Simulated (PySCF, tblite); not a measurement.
**BCl3H2HfO3, a small molecule taken as a stand-in for a surface group (boron hydroxide): NMR shifts, core binding energies and electronic excitations**

Aim: the NMR shifts, core binding energies and electronic excitations of `OB(O)[O][Hf]([Cl])([Cl])[Cl]`.

Computed with tblite 0.8.0 and PySCF 2.14.0; each step states its level. No surroundings beyond the atoms listed, unless a continuum is named. Atoms count from 0, parts from 1.

### Step 1. The system as given

10 atoms, charge 0, multiplicity 1; geometry: distance geometry start.

### Step 2. Relaxing the cluster with GFN2-xTB

Job settings and geometry (Å):

```
{"job": {"kind": "relax", "xc": "GFN2-xTB", "basis": "xTB"}, "charge": 0, "multiplicity": 1}
O     -0.474101     2.536363     1.772787
B     -1.364644     2.424068     0.554579
O     -2.798561     2.131088     0.827662
O     -0.739401     1.731796    -0.616790
Hf     0.002764    -0.201704    -0.601398
Cl    -1.684731    -1.755616     0.031144
Cl     1.830737    -0.317951     0.941901
Cl     0.823081    -0.775174    -2.773169
H      0.445968     2.200474     1.832005
H     -3.241011     1.260260     0.739868
```

Level: GFN2-xTB geometry optimisation, gas phase.

Launch:

```console
OMP_NUM_THREADS=1 python cluster_run.py task.json out
```

This one command runs all jobs of the session in turn.

Log:

```text
step      E/eV     max force
  0    -812.03791    4.697
  1    -812.65232    3.551
  2    -813.41718    2.065
  3    -813.61653    2.059
  4    -813.79682    0.779
  5    -813.86249    0.896
  6    -813.95843    0.900
  7    -814.00318    0.746
  8    -814.03125    0.413
  9    -814.04995    0.422
 10    -814.07485    0.582
 11    -814.12346    0.899
 12    -814.16410    0.825
 13    -814.19714    0.553
 14    -814.21854    0.729
 15    -814.23812    0.635
 16    -814.24930    0.418
 17    -814.26387    0.432
 18    -814.27020    0.412
 19    -814.27951    0.289
 20    -814.28256    0.173
 21    -814.28540    0.246
 22    -814.28981    0.246
 23    -814.30049    0.228
 24    -814.30643    0.249
 25    -814.31182    0.311
 26    -814.32040    0.335
 27    -814.32610    0.241
 28    -814.33191    0.203
 29    -814.33477    0.243
 30    -814.34591    0.376
 31    -814.36238    0.568
 32    -814.37614    0.482
 33    -814.38749    0.312
 34    -814.39338    0.217
 35    -814.39696    0.211
 36    -814.40084    0.326
 37    -814.40770    0.443
 38    -814.42382    0.550
 39    -814.45368    0.553
 40    -814.47116    0.477
 41    -814.48761    0.437
 42    -814.50020    0.419
 43    -814.51588    0.306
 44    -814.52901    0.557
 45    -814.53919    0.336
 46    -814.54960    0.339
 47    -814.55852    0.393
 48    -814.56938    0.518
 49    -814.58028    0.512
 50    -814.59221    0.473
 51    -814.60357    0.242
 52    -814.61345    0.285
 53    -814.62596    0.401
 54    -814.63971    0.384
 55    -814.66485    0.577
 56    -814.69785    0.796
 57    -814.74574    0.959
 58    -814.80461    0.846
 59    -814.84596    1.919
 60    -814.73209    3.216
 61    -814.92297    0.922
 62    -814.95135    0.967
 63    -814.99751    0.924
 64    -815.05963    0.730
 65    -815.07091    0.572
 66    -815.09016    0.531
 67    -815.09867    0.280
 68    -815.10301    0.171
 69    -815.10835    0.203
 70    -815.11307    0.220
 71    -815.11968    0.203
 72    -815.12455    0.242
 73    -815.12967    0.241
 74    -815.13489    0.171
 75    -815.13868    0.184
 76    -815.14210    0.230
 77    -815.14489    0.275
 78    -815.14763    0.184
 79    -815.15178    0.177
 80    -815.15508    0.386
 81    -815.15870    0.236
 82    -815.16302    0.261
 83    -815.16648    0.146
 84    -815.16814    0.074
 85    -815.17014    0.113
 86    -815.17211    0.136
 87    -815.17423    0.135
 88    -815.17621    0.170
 89    -815.17796    0.105
 90    -815.17957    0.092
 91    -815.18062    0.090
 92    -815.18182    0.086
 93    -815.18319    0.101
 94    -815.18507    0.141
 95    -815.18649    0.095
 96    -815.18743    0.150
 97    -815.18802    0.086
 98    -815.18877    0.095
 99    -815.18972    0.106
100    -815.19071    0.081
101    -815.19169    0.075
102    -815.19250    0.090
103    -815.19332    0.081
104    -815.19416    0.071
105    -815.19521    0.079
106    -815.19665    0.143
107    -815.19848    0.192
108    -815.20038    0.176
109    -815.20203    0.103
110    -815.20288    0.072
111    -815.20332    0.085
112    -815.20379    0.089
113    -815.20447    0.105
114    -815.20602    0.101
115    -815.20850    0.140
116    -815.21101    0.156
117    -815.21261    0.111
118    -815.21340    0.077
119    -815.21394    0.072
120    -815.21452    0.072
121    -815.21537    0.076
122    -815.21608    0.083
123    -815.21736    0.118
124    -815.21916    0.185
125    -815.22233    0.214
126    -815.22627    0.217
127    -815.23026    0.227
128    -815.23261    0.195
129    -815.23368    0.096
130    -815.23428    0.069
131    -815.23455    0.054
132    -815.23473    0.041
133    -815.23486    0.019
134    -815.23489    0.012
135    -815.23491    0.010
136    -815.23492    0.012
137    -815.23494    0.015
138    -815.23497    0.016
139    -815.23502    0.015
140    -815.23509    0.023
141    -815.23517    0.028
142    -815.23523    0.021
143    -815.23526    0.010
144    -815.23526    0.004
```

It took 2.1 s on 1 thread of Intel Xeon 6975P-C, shared host.

Step by step:

```
step  energy from step 0 (eV)  largest force (eV/Å)
   0                   0.0000                4.6971
   6                  -1.9205                0.8994
  12                  -2.1262                0.8253
  18                  -2.2323                0.4117
  24                  -2.2685                0.2487
  30                  -2.3080                0.3756
  36                  -2.3629                0.3261
  42                  -2.4623                0.4191
  48                  -2.5315                0.5180
  54                  -2.6018                0.3839
  60                  -2.6942                3.2161
  66                  -3.0522                0.5312
  72                  -3.0866                0.2416
  78                  -3.1097                0.1844
  84                  -3.1302                0.0744
  90                  -3.1417                0.0928
  96                  -3.1495                0.1497
 102                  -3.1546                0.0904
 108                  -3.1625                0.1755
 114                  -3.1681                0.1012
 120                  -3.1766                0.0717
 126                  -3.1884                0.2171
 132                  -3.1968                0.0410
 138                  -3.1971                0.0164
 144                  -3.1974                0.0045
```

Distances of close pairs at the start and the end, largest changes first:

```
   bond  before (Å)  after (Å)  change (Å)
 O0–Hf4       3.655      2.321      -1.334
 B1–Hf4       3.178      2.531      -0.647
  B1–O3       1.497      1.328      -0.170
 O3–Hf4       2.071      1.916      -0.156
  B1–O2       1.489      1.344      -0.144
Hf4–Cl7       2.391      2.278      -0.113
Hf4–Cl6       2.395      2.308      -0.087
  O0–B1       1.513      1.429      -0.085
```

Bonds that formed: O0–Hf4.

### Step 3. Optimising the geometry at PBE0-D3(BJ)/def2-SVP

Job settings and geometry (Å):

```
{"job": {"xc": "PBE0", "basis": "def2-SVP", "d3": "d3bj", "grid": 2, "kind": "geom", "shake": 0.01}, "charge": 0, "multiplicity": 1}
O      0.118334     0.081417     1.266781
B     -0.673239     0.782575     0.264307
O     -1.508311     1.766863     0.669791
O     -0.411129     0.332281    -0.963420
Hf     0.842245    -1.049573    -0.621171
Cl    -0.660164    -2.668586     0.030539
Cl     2.700471     0.335018    -0.482004
Cl     1.693323    -2.260036    -2.348283
H     -0.063809     0.444293     2.177594
H     -1.996170     2.210164     0.007340
```

Log:

```text
step   0  E = -1679.44551378  max force = 0.033133
step   1  E = -1679.46400157  max force = 0.011742
step   2  E = -1679.46796234  max force = 0.009153
step   3  E = -1679.47309842  max force = 0.016137
step   4  E = -1679.48175119  max force = 0.009772
step   5  E = -1679.48508140  max force = 0.006109
step   6  E = -1679.48544063  max force = 0.002569
step   7  E = -1679.48565326  max force = 0.001830
step   8  E = -1679.48574647  max force = 0.001446
step   9  E = -1679.48576710  max force = 0.000965
step  10  E = -1679.48577734  max force = 0.000659
step  11  E = -1679.48577197  max force = 0.000899
step  12  E = -1679.48577274  max force = 0.000866
step  13  E = -1679.48577789  max force = 0.000676
step  14  E = -1679.48578362  max force = 0.000470
step  15  E = -1679.48578765  max force = 0.000204
optimisation converged
```

It took 3.3 min on 1 thread of Intel Xeon 6975P-C, shared host; peak memory 0.79 GiB.

Step by step:

```
step  energy from step 0 (eV)  largest force component (eV/Å)
   0                   0.0000                          1.7038
   1                  -0.5031                          0.6038
   2                  -0.6109                          0.4707
   3                  -0.7506                          0.8298
   4                  -0.9861                          0.5025
   5                  -1.0767                          0.3141
   6                  -1.0865                          0.1321
   7                  -1.0923                          0.0941
   8                  -1.0948                          0.0744
   9                  -1.0953                          0.0496
  10                  -1.0956                          0.0339
  11                  -1.0955                          0.0462
  12                  -1.0955                          0.0445
  13                  -1.0956                          0.0348
  14                  -1.0958                          0.0242
  15                  -1.0959                          0.0105
```

Distances of close pairs at the start and the end, largest changes first:

```
   bond  before (Å)  after (Å)  change (Å)
 B1–Hf4       2.537      2.667      +0.130
 O3–Hf4       1.897      2.006      +0.110
Hf4–Cl7       2.274      2.339      +0.065
 O0–Hf4       2.317      2.375      +0.058
  O0–B1       1.457      1.403      -0.054
Hf4–Cl5       2.303      2.354      +0.051
  O0–H8       0.997      0.962      -0.035
Hf4–Cl6       2.322      2.353      +0.031
```

The final coordinates are the input of the step that follows.

```
                         at the end point                value
rotational constants (GHz, main isotopes)  0.975, 0.624, 0.601
                        dipole moment (D)                 4.72
```

### Step 4. NMR shieldings: PBE0/def2-SVP+pcSseg-1

Job settings and geometry (Å):

```
{"job": {"kind": "nmr", "xc": "PBE0", "basis": {"default": "pcSseg-1", "Hf": "def2-SVP"}}, "charge": 0, "multiplicity": 1}
O     -0.021888     0.279067     1.179435
B     -0.767020     0.915622     0.175105
O     -1.589143     1.937537     0.471678
O     -0.502678     0.341006    -1.020365
Hf     0.836644    -1.082494    -0.567023
Cl     0.070325    -2.944023     0.652912
Cl     2.987456    -0.334697     0.024532
Cl     1.146658    -1.965311    -2.711153
H     -0.080587     0.542213     2.102707
H     -2.038257     2.285559    -0.306282
```

Level: GIAO PBE0/pcSseg-1 Hf:def2-SVP NMR shielding, scalar relativity only through core potentials, gas phase.

Log:

```text
coarse grid: 53456 points
cycle   1  E = -1679.7027420611  dE = -1.168e+01  |g| = 1.198e+00  |ddm| = 7.771e+00
cycle   2  E = -1679.4335162945  dE =  2.692e-01  |g| = 1.650e+00  |ddm| = 2.252e+00
cycle   3  E = -1679.9948207019  dE = -5.613e-01  |g| = 2.480e-01  |ddm| = 1.320e+00
cycle   4  E = -1680.0046219966  dE = -9.801e-03  |g| = 1.036e-01  |ddm| = 2.202e-01
cycle   5  E = -1680.0063722519  dE = -1.750e-03  |g| = 3.510e-02  |ddm| = 8.337e-02
cycle   6  E = -1680.0066085095  dE = -2.363e-04  |g| = 8.012e-03  |ddm| = 3.404e-02
cycle   7  E = -1680.0066207938  dE = -1.228e-05  |g| = 3.242e-03  |ddm| = 9.600e-03
cycle   8  E = -1680.0066232689  dE = -2.475e-06  |g| = 3.546e-04  |ddm| = 2.888e-03
final grid: 106192 points
cycle   9  E = -1680.0067297956  dE = -1.177e-07  |g| = 4.022e-04  |ddm| = 1.227e-03
cycle  10  E = -1680.0067297702  dE =  2.531e-08  |g| = 5.459e-04  |ddm| = 7.071e-04
cycle  11  E = -1680.0067298285  dE = -5.821e-08  |g| = 9.088e-05  |ddm| = 4.043e-04
cycle  12  E = -1680.0067298299  dE = -1.473e-09  |g| = 1.727e-05  |ddm| = 5.808e-05
cycle  13  E = -1680.0067298300  dE = -4.411e-11  |g| = 6.418e-06  |ddm| = 1.249e-05
converged SCF energy = -1680.0067298300

GIAO shielding tensors (ppm)
atom      isotropic    diamagn.    paramagn.     s11        s22        s33       span
  0 O      250.207     395.504    -145.296    194.048    275.973    280.601     86.553
  1 B       82.050     197.510    -115.460     59.542     89.339     97.268     37.727
  2 O      243.801     385.641    -141.840    172.493    276.196    282.713    110.221
  3 O       21.765     395.336    -373.571   -129.721     77.965    117.052    246.773
  4 Hf         nan         nan         nan        nan        nan        nan        nan
  5 Cl     514.906    1149.495    -634.589    226.534    321.041    997.142    770.609
  6 Cl     515.254    1149.498    -634.244    222.190    322.983   1000.590    778.399
  7 Cl     457.077    1149.346    -692.269    167.462    197.537   1006.232    838.771
  8 H       27.061      30.940      -3.879     20.430     22.681     38.074     17.644
  9 H       27.500      29.313      -1.813     20.762     23.232     38.505     17.743
```

Run time: 30 s. Hardware: 1 thread of Intel Xeon 6975P-C, shared host; peak memory 0.99 GiB.

The references, computed at this level on geometries of the same kind, shield at (ppm): $^{1}$H TMS 31.27, $^{17}$O H2O 334.6, $^{11}$B BF3·OEt2 100.7, $^{35}$Cl HCl 943. Their shielding less the atom's gives the shift. The references are single molecules in the gas phase, so shifts against H2O, NH3, PH3, H3PO4 or CFCl3 are not on the usual liquid scales and can be off by tens of ppm.

```
atoms                            environment  σ (ppm)  δ (ppm)
   H8  hydrogen on an oxygen bonded to B, Hf    27.06     4.21
   H9      hydrogen on an oxygen bonded to B    27.50     3.77
   O3                 oxygen bonded to B, Hf     21.8    312.8
   O2                  oxygen bonded to B, H    243.8     90.8
   O0              oxygen bonded to B, Hf, H    250.2     84.4
   B1                                            82.0     18.7
  Cl7                  chlorine bonded to Hf      457      486
  Cl5                  chlorine bonded to Hf      515      428
  Cl6                  chlorine bonded to Hf      515      428
```

Atoms past Kr carry core potentials, so their printed shieldings have no meaning and are left out of the table.

Charges from the same density, by scheme (e):

```
atoms  Mulliken  ESP fit
   O0     -0.52    -0.66
   B1      0.70     0.86
   O2     -0.40    -0.69
   O3     -0.60    -0.57
  Hf4      1.24     0.91
  Cl5     -0.33    -0.26
  Cl6     -0.33    -0.26
  Cl7     -0.31    -0.25
```

Mayer bond orders: O0–B1 0.90, B1–O2 1.28, B1–O3 1.13, O3–Hf4 0.89, Hf4–Cl5 1.08, Hf4–Cl6 1.08, Hf4–Cl7 1.12, O0–Hf4 0.23, B1–Hf4 0.05.

With diffuse functions Mulliken charges and Mayer bond orders lose their meaning; the other schemes are steadier.

The fields below are evaluated on a grid from the run's orbitals.

Frontier orbitals at PBE0/def2-SVP+pcSseg-1, with the share of their density that lies nearest to each atom:

```
orbital  energy (eV)                                     lies on
   HOMO        -9.16          Cl7 48 %; Cl5, Cl6 about 25 % each
   LUMO        -1.76  Hf4 70 %; Cl6, Cl7 about 9 % each; Cl5 6 %
```

ELF in a plane through or near 8 of the atoms.

Values, 10 rows by 14 columns:
```
0.00 0.00 0.00 0.00 0.00 0.00 0.00 0.00 0.00 0.00 0.00 0.00 0.00 0.00
0.00 0.00 0.00 0.00 0.00 0.00 0.00 0.00 0.00 0.00 0.00 0.00 0.00 0.00
0.00 0.00 0.00 0.00 0.00 0.00 0.00 0.06 0.83 0.37 0.00 0.00 0.00 0.00
0.00 0.00 0.00 0.02 0.04 0.03 0.30 0.76 0.94 0.35 0.00 0.00 0.00 0.00
0.00 0.00 0.00 0.02 0.14 0.55 0.11 0.81 0.85 0.11 0.60 0.53 0.01 0.00
0.00 0.02 0.19 0.16 0.78 0.00 0.36 0.50 0.55 0.88 0.76 0.58 0.02 0.00
0.00 0.30 0.75 0.82 0.52 0.19 0.61 0.51 0.72 0.23 0.97 0.78 0.00 0.00
0.00 0.36 0.85 0.56 0.84 0.38 0.15 0.68 0.50 0.00 0.54 0.25 0.00 0.00
0.00 0.10 0.49 0.81 0.71 0.28 0.00 0.02 0.01 0.00 0.00 0.00 0.00 0.00
0.00 0.00 0.01 0.07 0.04 0.00 0.00 0.00 0.00 0.00 0.00 0.00 0.00 0.00
```
The map spans 11.1 Å across and 9.1 Å up, centred on the molecule. Atoms in the plane (x, y in Å): O0 (0.6, 1.1), B1 (1.2, -0.2), O2 (2.5, -0.3), O3 (0.3, -1.2), Hf4 (-1.5, -0.1), Cl7 (-2.9, -2.0), H8 (1.1, 1.9), H9 (2.8, -1.2).

log10 of the density (e/Å³) in the same plane.

Values, 10 rows by 14 columns:
```
-4.0 -4.0 -4.0 -4.0 -4.0 -4.0 -4.0 -4.0 -4.0 -4.0 -4.0 -4.0 -4.0 -4.0
-4.0 -4.0 -4.0 -4.0 -3.7 -3.7 -3.9 -3.8 -3.5 -4.0 -4.0 -4.0 -4.0 -4.0
-4.0 -4.0 -3.7 -2.9 -2.5 -2.5 -2.4 -1.8 -1.2 -2.1 -3.7 -4.0 -4.0 -4.0
-4.0 -3.8 -2.9 -1.9 -1.5 -1.5 -1.0  0.1  0.3 -1.1 -2.3 -2.9 -4.0 -4.0
-4.0 -3.4 -2.5 -1.6 -0.6 -0.1 -0.6  0.4  0.4 -0.7 -0.6 -1.3 -2.9 -4.0
-3.9 -2.5 -1.7 -1.1  0.3 -1.4  0.0 -0.1  1.2  0.4  1.8 -0.5 -2.3 -4.0
-3.3 -1.8 -0.7  0.1 -0.2 -0.4 -0.1  1.5  0.0 -0.6  0.2 -0.8 -2.7 -4.0
-3.1 -1.6 -0.3  1.5  0.1 -1.0 -1.2 -0.7 -1.1 -2.1 -1.8 -2.2 -4.0 -4.0
-3.7 -2.1 -1.2 -0.5 -0.9 -1.7 -2.6 -2.4 -2.7 -3.6 -4.0 -4.0 -4.0 -4.0
-4.0 -3.5 -2.7 -2.3 -2.4 -3.0 -4.0 -4.0 -4.0 -4.0 -4.0 -4.0 -4.0 -4.0
```
The map spans 11.1 Å across and 9.1 Å up, centred on the molecule. Atoms in the plane (x, y in Å): O0 (0.6, 1.1), B1 (1.2, -0.2), O2 (2.5, -0.3), O3 (0.3, -1.2), Hf4 (-1.5, -0.1), Cl7 (-2.9, -2.0), H8 (1.1, 1.9), H9 (2.8, -1.2).

On the surface of density 0.002 e/bohr³ the electrostatic potential runs, from the 1st to the 99th percentile, from -0.75 V near O3 to 3.12 V near H8.

[end of part 1 of 2]
